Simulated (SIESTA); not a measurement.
## TiCo: single point with PBEsol

TiCo:

```
Co Ti
1.0
     2.98611    0.00000    0.00000
     0.00000    2.98611    0.00000
     0.00000    0.00000    2.98611
Co Ti
1 1
Direct
  0.50552 0.50227 0.49660
  0.00479 0.99145 0.99640
```

The cell comes from a database or a generator and needn't be the stable form of this composition.

The cell isn't the ideal one: atoms moved at random, drawn with an rms of 0.05 Å.

```
Program             : SIESTA 5.4.2
Task                : single point
Functional          : PBEsol
Potentials or basis : PseudoDojo 0.4 standard (PBEsol files)
Basis               : DZP (energy shift 0.003 Ry; two zetas on semicore shells)
Grid cutoff         : 800 Ry
Energy shift        : 0.003 Ry
k mesh              : 9 × 9 × 9
Occupations         : fermi-dirac, width 0.05 eV
Spin                : collinear spin, ferromagnetic start
Starting moments    : [2.0, 1.0] μB
```

```
Pressure               : -9.3 GPa
Largest force          : 0.148 eV/Å
Band gap on the k mesh : none (metal or under the smearing width)
Net moment             : 0.67 μB per cell
Site moments           : Co +0.74; Ti -0.07 μB
```

Forces in eV/Å, atoms in the order of the input:
```
Co  -0.012 -0.147 -0.002
Ti   0.012  0.147  0.002
```

Levels at points of the mesh, in eV from the Fermi level:
Spin up:
| k point | band 12 | band 13 | band 14 | band 15 | band 16 | band 17 | band 18 | band 19 |
| --- | --- | --- | --- | --- | --- | --- | --- | --- |
| (0.00, 0.00, 0.00) | -1.79 | -1.79 | -1.79 | 0.54 | 0.54 | 2.73 | 2.73 | 2.74 |
Spin down:
```tsv
k point	band 12	band 13	band 14	band 15	band 16	band 17
(0.00, 0.00, 0.00)	-1.31	-1.31	-1.31	0.94	0.95	2.80
```

Run time: 3.2 min on 1 thread of Arm Neoverse V2, on a shared host, peak memory 0.34 GiB.

Caveat: short orbitals over semicore shells can move pressures by several GPa; the basis of atomic orbitals isn't converged, which shifts pressures, moduli and gaps.
